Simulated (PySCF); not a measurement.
# ICl: bond curves at several levels of theory

An exercise on one series of results from a longer session: the logs are not shown, and one member is left open.

The runs use PySCF 2.14.0; I def2-TZVPP with ECP28, Cl def2-TZVPP, scalar-relativistic core potentials.

Set-up of the first run:

The job is set up so:

```
atoms                         : I, Cl
charge                        : 0
basis                         : I def2-TZVPP with ECP28, Cl def2-TZVPP
Hamiltonian                   : scalar-relativistic core potentials
basis functions               : 92
electrons treated             : 42
masses in u                   : 126.9045, 34.9689
levels                        : PBE0, PBE, r²SCAN, r²SCAN0, M06-2X, BP86, B2PLYP, LC-ωPBE, HF, MP2, SCS-MP2, CCSD, CCSD(T)
grid                          : 80 radial by 434 angular points
occupations                   : held fixed by the projection of orbital angular momentum
dissociation limit            : I + Cl, each in its ground configuration
starting distance in angstrom : 2.280
values of 2S to try           : 0, 2
```

Launch:

```bash
> OMP_NUM_THREADS=1 python dia.py task.json out
```

Among the steps run: The job; The PBE0 curve of the state that the search chose; Excited determinants; PBE; r²SCAN (meta-GGA); r²SCAN0; M06-2X; BP86 (GGA); B2PLYP (double hybrid); LC-ωPBE; RHF; Adding correlation.

One of the session's tables, all rows but one given; the rest of the session is left out.

It belongs to the step «The curves together». Energy (eV) from each level's lowest point:

| R (Å) | RHF | RHF-MP2 | RHF-SCS-MP2 | RHF-CCSD | RHF-CCSD(T) |
| --- | --- | --- | --- | --- | --- |
| 1.995 | 1.410 | 1.327 | 1.405 | n/a | n/a |
| 2.088 | 0.603 | 0.561 | 0.615 | 0.625 | 0.647 |
| 2.181 | ? | ? | ? | ? | ? |
| 2.250 | 0.032 | 0.028 | 0.043 | 0.045 | 0.054 |
| 2.320 | 0.000 | 0.000 | 0.000 | 0.000 | 0.000 |
| 2.390 | 0.050 | 0.049 | 0.035 | 0.032 | 0.023 |
| 2.482 | 0.210 | 0.199 | 0.166 | 0.160 | 0.136 |
| 2.598 | 0.507 | 0.470 | 0.415 | 0.406 | 0.358 |
| 2.738 | 0.940 | 0.856 | 0.775 | 0.762 | 0.679 |
| 2.923 | 1.563 | 1.390 | 1.277 | n/a | n/a |

Q: Estimate the row for R (Å) = 2.181 from the others.

Worked estimate for «RHF». A straight line through the neighbours (2.088, 0.603) and (2.250, 0.032) gives 0.603 + (0.032 − 0.603) × (2.181 − 2.088) / (2.250 − 2.088) = 0.275; a parabola fitted to 4 rows on both sides gives 0.157.

As computed: RHF: 0.176; RHF-MP2: 0.159; RHF-SCS-MP2: 0.191; RHF-CCSD: 0.196; RHF-CCSD(T): 0.211. In «RHF» the line misses by +0.099 and the parabola by -0.019.
